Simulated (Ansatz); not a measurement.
Geometry optimisation, DFT PBE, scalar-relativistic, plane waves, PAW (Ansatz).

input.yaml

```yaml
crystal:
  lattice:
    - [7.67918, 0.0, 0.0]
    - [3.83959, 6.650365, 0.0]
    - [0.0, 0.0, 18.418765]
  atoms:
    - { symbol: H, position: [0.1666667, 0.1666667, 0.0542925] }
    - { symbol: H, position: [0.6666667, 0.1666667, 0.0542925] }
    - { symbol: H, position: [0.1666667, 0.6666667, 0.0542925] }
    - { symbol: H, position: [0.6666667, 0.6666667, 0.0542925] }
    - { symbol: Si, position: [0.1666667, 0.1666667, 0.1357311] }
    - { symbol: Si, position: [0.6666667, 0.1666667, 0.1357311] }
    - { symbol: Si, position: [0.1666667, 0.6666667, 0.1357311] }
    - { symbol: Si, position: [0.6666667, 0.6666667, 0.1357311] }
    - { symbol: Si, position: [-0.1666667, 0.3333333, 0.178283] }
    - { symbol: Si, position: [0.3333333, 0.3333333, 0.178283] }
    - { symbol: Si, position: [-0.1666667, 0.8333333, 0.178283] }
    - { symbol: Si, position: [0.3333333, 0.8333333, 0.178283] }
    - { symbol: Si, position: [-0.1666667, 0.3333333, 0.3059386] }
    - { symbol: Si, position: [0.3333333, 0.3333333, 0.3059386] }
    - { symbol: Si, position: [-0.1666667, 0.8333333, 0.3059386] }
    - { symbol: Si, position: [0.3333333, 0.8333333, 0.3059386] }
    - { symbol: Si, position: [0.0, 0.0, 0.3484905] }
    - { symbol: Si, position: [0.5, 0.0, 0.3484905] }
    - { symbol: Si, position: [0.0, 0.5, 0.3484905] }
    - { symbol: Si, position: [0.5, 0.5, 0.3484905] }
    - { symbol: Ta, position: [0.0570901, 0.8797268, 0.4994235], spin: 1.0 }
magnetization:
  spin_polarized: true
basis:
  ecutwfc: 420.0
kpoints:
  mp_grid: { grid: [2, 2, 1] }
hamiltonian:
  xc: pbe
  pseudopotentials: { kind: paw, azcp: { folder: soft_1 } }
scf:
  occupations: { method: gaussian, width: 0.02 }
  lower_state_search: "off"
relax:
  f_tol: 0.03
  max_steps: 60
  adjacent_minimum: "off"
  constraints: [{ sites: [0, 1, 2, 3, 4, 5, 6, 7] }]
```

Launched with:

```bash
$ ansatz run input.yaml --threads 2 --pin off --max-ram 5120MiB --backend cpu --events-out ev --progress --plain --runs-dir out
```

Q: Where does it end, and by what steps?

A: The run converged. The force dipped under the threshold on the way, but the program's further checks kept it going. Limits of this set-up: coarse k mesh, thin slab, slab without dipole correction. After 16 steps the energy has fallen by 5.029 eV; Ta21 moved furthest, 2.34 Å. Joined: Si14–Ta21, Si15–Ta21, Si16–Ta21, Si19–Ta21, Si20–Ta21.

```csv
step,energy less start (eV),largest force component (eV/Å),accepted
0,0.0000,2.009,yes
1,-0.4375,1.822,yes
2,-0.8064,1.189,yes
3,-1.1277,1.368,yes
4,-1.5459,1.725,yes
5,-2.0652,1.878,yes
6,-2.6535,1.920,yes
7,-3.2794,2.056,yes
8,-3.8778,1.935,yes
9,-4.4135,1.538,yes
10,-4.7077,0.597,yes
11,-4.8896,0.436,yes
12,-4.9923,0.219,yes
13,-5.0195,0.106,yes
14,-5.0240,0.111,yes
15,-5.0289,0.024,yes
16,-5.0289,0.024,yes
```

```xyz
21
Lattice="7.6792 0.0000 0.0000 3.8396 6.6504 0.0000 0.0000 0.0000 18.4188" Properties=species:S:1:pos:R:3
H 1.920 1.108 1.000
H 5.759 1.108 1.000
H 3.840 4.434 1.000
H 7.679 4.434 1.000
Si 1.920 1.108 2.500
Si 5.759 1.108 2.500
Si 3.840 4.434 2.500
Si 7.679 4.434 2.500
Si 0.000 2.217 3.247
Si 3.839 2.231 3.271
Si 1.932 5.535 3.271
Si 5.747 5.535 3.271
Si 0.001 2.218 5.607
Si 3.840 2.221 5.616
Si 1.922 5.542 5.616
Si 5.756 5.541 5.617
Si -0.001 0.091 6.589
Si 3.839 0.001 6.433
Si 1.842 3.282 6.589
Si 5.838 3.281 6.591
Ta 3.841 4.434 7.333
```

Whether the end is a true minimum wasn't checked by a vibrational analysis.

The run took 4 min on 2 threads of Intel(R) Xeon(R) 6975P-C (Granite Rapids), on a shared host, peak memory 1.5 GiB.
